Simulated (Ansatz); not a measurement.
# PtSe (P-6m2) in Ansatz: a series of runs, part 2 of 2

Ansatz 0.2.0. The steps go on from the part before.

### Step 4. Projected density of states, PBE+U

input.yaml reads:

```yaml
crystal:
  lattice:
    - [3.70187033, 0.0, 0.0]
    - [-1.85093516, 3.20591375, 0.0]
    - [0.0, 0.0, 3.61284203]
  atoms:
    - { symbol: Pt, position: [0.0, 0.0, 0.0] }
    - { symbol: Se, position: [0.6666666667, 0.3333333333, 0.5] }
hamiltonian:
  xc: pbe
  pseudopotentials: { kind: paw }
  hubbard: { sites: [{ species: Pt, l: d, u_eff: 4.0 }] }
kpoints:
  mp_grid: { grid: [8, 8, 7] }
scf:
  occupations: { method: fermi_dirac, width: 0.05 }
  n_extra_bands: 6
output:
  forces: true
  stress: true
  eigenvalues: true
  dos: { projected: true, de: 0.05, nscf_kmesh: { grid: [12, 12, 11] } }
```

The run is started by

```console
ansatz run input.yaml --threads 2 --pin off --max-ram 5632MiB --backend cpu --events-out ev --progress --plain --runs-dir out
```

It took 8.2 s on 2 threads of Arm Neoverse V1, shared host; peak memory 0.36 GiB.

Results (log left out):

* Free energy: -17989.9097 eV
* Pressure: -11.0 GPa
* Band gap on the k mesh: none (metal or under the smearing width)
* Density of states at the Fermi level: 0.67 states/eV per cell

Stress tensor (GPa, compression positive):
```
 -9.46   0.00   0.00
  0.00  -9.46   0.00
  0.00   0.00 -14.12
```

Levels at points of the mesh, in eV from the Fermi level:
| k point | band 13 | band 14 | band 15 | band 16 | band 17 | band 18 | band 19 | band 20 | band 21 | band 22 |
| --- | --- | --- | --- | --- | --- | --- | --- | --- | --- | --- |
| (0.00, 0.00, 0.00) | -4.15 | -2.43 | -2.43 | -1.73 | 0.41 | 0.58 | 0.58 | 7.82 | 8.22 | 8.22 |
| (0.00, -0.50, 0.00) | -4.07 | -2.83 | -2.61 | -1.94 | -1.44 | 1.29 | 3.18 | 6.45 | 9.06 | 9.58 |

States per cell in windows of 0.5 eV (zero at the Fermi level; states under -8 eV left out):
```csv
from (eV),total,Pt 5d,Se 4p,Pt 6s,Se 4s
-8.0,0.00,0.00,0.00,0.00,0.00
-7.5,0.00,0.00,0.00,0.00,0.00
-7.0,0.01,0.00,0.01,0.00,0.00
-6.5,0.25,0.06,0.14,0.05,0.00
-6.0,1.12,0.38,0.59,0.13,0.01
-5.5,0.71,0.31,0.34,0.05,0.01
-5.0,1.10,0.57,0.48,0.03,0.01
-4.5,1.71,1.04,0.62,0.03,0.01
-4.0,1.35,0.94,0.39,0.01,0.00
-3.5,1.72,1.50,0.16,0.03,0.00
-3.0,1.35,1.27,0.05,0.01,0.01
-2.5,1.75,1.46,0.18,0.07,0.03
-2.0,1.04,0.70,0.21,0.07,0.05
-1.5,0.61,0.32,0.24,0.02,0.02
-1.0,0.99,0.44,0.46,0.04,0.02
-0.5,0.29,0.09,0.17,0.01,0.01
0.0,0.79,0.27,0.47,0.02,0.01
0.5,0.76,0.24,0.47,0.04,0.00
1.0,0.52,0.15,0.28,0.07,0.00
1.5,0.19,0.03,0.06,0.08,0.00
2.0,0.15,0.01,0.04,0.09,0.00
2.5,0.20,0.01,0.05,0.11,0.01
3.0,0.28,0.01,0.08,0.15,0.01
3.5,0.41,0.01,0.12,0.21,0.01
4.0,0.51,0.02,0.15,0.26,0.01
4.5,0.20,0.00,0.05,0.09,0.00
5.0,0.14,0.00,0.02,0.04,0.00
5.5,0.21,0.00,0.01,0.01,0.00
6.0,0.58,0.01,0.02,0.02,0.00
6.5,0.73,0.01,0.02,0.02,0.00
7.0,0.46,0.00,0.01,0.00,0.00
7.5,0.33,0.00,0.00,0.00,0.00
```

Eigenvalues of the final occupation matrices:
```
  site  spin  trace               eigenvalues
site 1     1   4.59  0.85 0.85 0.96 0.96 0.99
```

Caveat: U without spin polarisation on a metal has little footing. The run has no spin-orbit coupling, so splittings on Pt are missing.

### Step 5. Projected density of states, PBE+U

Changes to input.yaml since step 4:

```diff
@@ -11,3 +11,3 @@
   pseudopotentials: { kind: paw }
-  hubbard: { sites: [{ species: Pt, l: d, u_eff: 4.0 }] }
+  hubbard: { sites: [{ species: Pt, l: d, u_eff: 5.0 }] }
 kpoints:
@@ -22 +22,5 @@
   dos: { projected: true, de: 0.05, nscf_kmesh: { grid: [12, 12, 11] } }
+  write_density: true
+  write_potential: true
+  elf: true
+  volumetric_format: npy
```

The run is started by

```console
ansatz run input.yaml --threads 2 --pin off --max-ram 5632MiB --backend cpu --events-out ev --progress --plain --runs-dir out
```

It took 8.9 s on 2 threads of Arm Neoverse V1, shared host; peak memory 0.37 GiB.

Results (log left out):

| Quantity | Value |
| --- | --- |
| Free energy | -17989.5625 eV |
| Pressure | -10.8 GPa |
| Band gap on the k mesh | none (metal or under the smearing width) |
| Density of states at the Fermi level | 0.67 states/eV per cell |

Stress tensor (GPa, compression positive):
```
 -9.24   0.00   0.00
  0.00  -9.24   0.00
  0.00   0.00 -13.83
```

Levels at points of the mesh, in eV from the Fermi level:
```csv
k point,band 15,band 16,band 17,band 18,band 19,band 20
"(0.00, 0.00, 0.00)",-2.57,-1.66,0.53,0.58,0.58,7.92
"(0.00, -0.50, 0.00)",-2.76,-2.11,-1.47,1.30,3.30,6.56
```

States per cell in windows of 0.5 eV (zero at the Fermi level; states under -8 eV left out):
```tsv
from (eV)	total	Pt 5d	Se 4p	Pt 6s	Se 4s
-8.0	0.00	0.00	0.00	0.00	0.00
-7.5	0.00	0.00	0.00	0.00	0.00
-7.0	0.01	0.00	0.00	0.00	0.00
-6.5	0.27	0.07	0.14	0.05	0.00
-6.0	1.21	0.47	0.60	0.13	0.01
-5.5	0.70	0.35	0.31	0.03	0.01
-5.0	1.20	0.69	0.47	0.03	0.01
-4.5	2.10	1.40	0.65	0.03	0.01
-4.0	1.48	1.16	0.28	0.02	0.00
-3.5	1.33	1.18	0.12	0.02	0.00
-3.0	1.67	1.58	0.06	0.01	0.01
-2.5	1.39	0.99	0.25	0.09	0.04
-2.0	0.76	0.46	0.20	0.05	0.04
-1.5	0.68	0.33	0.29	0.03	0.02
-1.0	0.91	0.37	0.46	0.04	0.02
-0.5	0.27	0.08	0.17	0.01	0.01
0.0	0.79	0.25	0.49	0.02	0.01
0.5	0.73	0.22	0.47	0.02	0.00
1.0	0.54	0.15	0.30	0.07	0.00
1.5	0.17	0.03	0.06	0.08	0.00
2.0	0.15	0.01	0.03	0.09	0.00
2.5	0.18	0.01	0.04	0.11	0.01
3.0	0.26	0.01	0.07	0.14	0.01
3.5	0.37	0.01	0.10	0.20	0.01
4.0	0.54	0.02	0.16	0.28	0.01
4.5	0.24	0.00	0.06	0.11	0.00
5.0	0.14	0.00	0.02	0.05	0.00
5.5	0.17	0.00	0.01	0.01	0.00
6.0	0.51	0.01	0.02	0.02	0.00
6.5	0.69	0.01	0.02	0.03	0.00
7.0	0.58	0.00	0.01	0.01	0.00
7.5	0.32	0.00	0.00	0.00	0.00
```

Eigenvalues of the final occupation matrices:
| site | spin | trace | eigenvalues |
| --- | --- | --- | --- |
| site 1 | 1 | 4.61 | 0.85 0.85 0.96 0.96 0.99 |

Caveat: U without spin polarisation on a metal has little footing.

### Step 6. Projected density of states, PBE+U

Changes to input.yaml since step 5:

```diff
@@ -11,3 +11,3 @@
   pseudopotentials: { kind: paw }
-  hubbard: { sites: [{ species: Pt, l: d, u_eff: 5.0 }] }
+  hubbard: { sites: [{ species: Pt, l: d, u_eff: 6.0 }] }
 kpoints:
```

Potentials or basis: Ansatz PAW.

The run is started by

```console
ansatz run input.yaml --threads 2 --pin off --max-ram 5632MiB --backend cpu --events-out ev --progress --plain --runs-dir out
```

It took 8.7 s on 2 threads of Arm Neoverse V1, shared host; peak memory 0.37 GiB.

Results (log left out):

```
Free energy                          : -17989.2321 eV
Pressure                             : -10.5 GPa
Band gap on the k mesh               : none (metal or under the smearing width)
Density of states at the Fermi level : 0.67 states/eV per cell
```

Stress tensor (GPa, compression positive):
```
 -8.98   0.00   0.00
  0.00  -8.98   0.00
  0.00   0.00 -13.49
```

Levels at points of the mesh, in eV from the Fermi level:
| k point | band 15 | band 16 | band 17 | band 18 | band 19 | band 20 |
| --- | --- | --- | --- | --- | --- | --- |
| (0.00, 0.00, 0.00) | -2.73 | -1.60 | 0.58 | 0.58 | 0.66 | 8.02 |
| (0.00, -0.50, 0.00) | -2.92 | -2.26 | -1.47 | 1.31 | 3.42 | 6.67 |

States per cell in windows of 1 eV (zero at the Fermi level; states under -8 eV left out):
```tsv
from (eV)	total	Pt 5d	Se 4p	Pt 6s	Se 4s
-8.0	0.00	0.00	0.00	0.00	0.00
-7.0	0.31	0.10	0.16	0.05	0.00
-6.0	2.06	1.02	0.88	0.13	0.01
-5.0	3.50	2.34	1.06	0.06	0.01
-4.0	3.00	2.61	0.32	0.03	0.01
-3.0	2.66	2.06	0.40	0.13	0.06
-2.0	1.33	0.65	0.53	0.07	0.06
-1.0	1.11	0.38	0.63	0.04	0.02
0.0	1.50	0.44	0.99	0.03	0.01
1.0	0.68	0.17	0.36	0.13	0.00
2.0	0.32	0.01	0.07	0.20	0.01
3.0	0.58	0.02	0.15	0.32	0.02
4.0	0.84	0.02	0.23	0.43	0.02
5.0	0.30	0.00	0.04	0.07	0.00
6.0	1.06	0.01	0.04	0.04	0.00
7.0	1.02	0.01	0.02	0.02	0.00
```

Eigenvalues of the final occupation matrices:
| site | spin | trace | eigenvalues |
| --- | --- | --- | --- |
| site 1 | 1 | 4.64 | 0.86 0.86 0.96 0.96 0.99 |

Caveat: U without spin polarisation on a metal has little footing.

### Step 7. Projected density of states, PBE+U

Changes to input.yaml since step 6:

```diff
@@ -11,3 +11,3 @@
   pseudopotentials: { kind: paw }
-  hubbard: { sites: [{ species: Pt, l: d, u_eff: 6.0 }] }
+  hubbard: { sites: [{ species: Pt, l: d, u_eff: 8.0 }] }
 kpoints:
@@ -22,5 +22 @@
   dos: { projected: true, de: 0.05, nscf_kmesh: { grid: [12, 12, 11] } }
-  write_density: true
-  write_potential: true
-  elf: true
-  volumetric_format: npy
```

The run is started by

```console
ansatz run input.yaml --threads 2 --pin off --max-ram 5632MiB --backend cpu --events-out ev --progress --plain --runs-dir out
```

It took 8.3 s on 2 threads of Arm Neoverse V1, shared host; peak memory 0.36 GiB.

The run converged. Its results:

```yaml
Free_energy: -17988.6210 eV
Pressure: -9.8 GPa
Band_gap_on_the_k_mesh: none (metal or under the smearing width)
Density_of_states_at_the_Fermi_level: 0.66 states/eV per cell
```

Stress tensor (GPa, compression positive):
```
 -8.32   0.00   0.00
  0.00  -8.32   0.00
  0.00   0.00 -12.67
```

Levels at points of the mesh, in eV from the Fermi level:
```csv
k point,band 14,band 15,band 16,band 17,band 18,band 19,band 20,band 21
"(0.00, 0.00, 0.00)",-3.11,-3.11,-1.47,0.59,0.59,0.90,8.21,8.63
"(0.00, -0.50, 0.00)",-3.56,-3.30,-2.55,-1.44,1.31,3.66,6.88,9.53
```

States per cell in windows of 0.5 eV (zero at the Fermi level; states under -8 eV left out):
```csv
from (eV),total,Pt 5d,Se 4p,Pt 6s,Se 4s
-8.0,0.00,0.00,0.00,0.00,0.00
-7.5,0.00,0.00,0.00,0.00,0.00
-7.0,0.00,0.00,0.00,0.00,0.00
-6.5,0.59,0.27,0.24,0.07,0.00
-6.0,1.51,0.91,0.52,0.07,0.00
-5.5,0.99,0.67,0.29,0.02,0.01
-5.0,1.96,1.45,0.46,0.04,0.01
-4.5,2.19,1.75,0.39,0.03,0.01
-4.0,1.31,1.15,0.14,0.01,0.01
-3.5,1.43,1.32,0.07,0.01,0.02
-3.0,0.84,0.49,0.24,0.08,0.02
-2.5,0.96,0.49,0.33,0.08,0.05
-2.0,0.39,0.15,0.18,0.03,0.02
-1.5,0.80,0.30,0.42,0.03,0.03
-1.0,0.74,0.22,0.46,0.03,0.01
-0.5,0.26,0.06,0.19,0.01,0.01
0.0,0.79,0.21,0.54,0.02,0.01
0.5,0.72,0.18,0.51,0.01,0.00
1.0,0.51,0.14,0.35,0.01,0.00
1.5,0.12,0.01,0.03,0.07,0.00
2.0,0.14,0.01,0.02,0.10,0.00
2.5,0.16,0.01,0.03,0.10,0.00
3.0,0.20,0.01,0.05,0.12,0.01
3.5,0.30,0.01,0.07,0.17,0.01
4.0,0.45,0.01,0.12,0.24,0.01
4.5,0.46,0.01,0.13,0.25,0.01
5.0,0.19,0.00,0.04,0.08,0.00
5.5,0.13,0.00,0.02,0.04,0.00
6.0,0.23,0.00,0.01,0.01,0.00
6.5,0.60,0.01,0.02,0.03,0.00
7.0,0.77,0.01,0.02,0.02,0.00
7.5,0.43,0.00,0.01,0.00,0.00
```

Eigenvalues of the final occupation matrices:
```tsv
site	spin	trace	eigenvalues
site 1	1	4.68	0.87 0.87 0.97 0.97 0.99
```

Caveat: U without spin polarisation on a metal has little footing. Spin-orbit coupling is left out, which matters for the levels of Pt.

### Step 8. Summary

| U | gap on the mesh (eV) | pressure (GPa) |
| --- | --- | --- |
| Pt d U = 2 eV | none | -11.4 |
| Pt d U = 3 eV | none | -11.2 |
| Pt d U = 4 eV | none | -11.0 |
| Pt d U = 5 eV | none | -10.8 |
| Pt d U = 6 eV | none | -10.5 |
| Pt d U = 8 eV | none | -9.8 |

Alike in all rows: task projected density of states; level PBE+U; potentials or basis Ansatz PAW; no spin polarisation; cell as given; k mesh 8 × 8 × 7; cutoff (eV) 420; smearing fermi-dirac 0.05 eV.

Every run on the cell as given and a fine mesh finds a metal.

Caveats: U without spin polarisation on a metal has little footing.

Absolute energies hang on the potentials; compare differences alone.
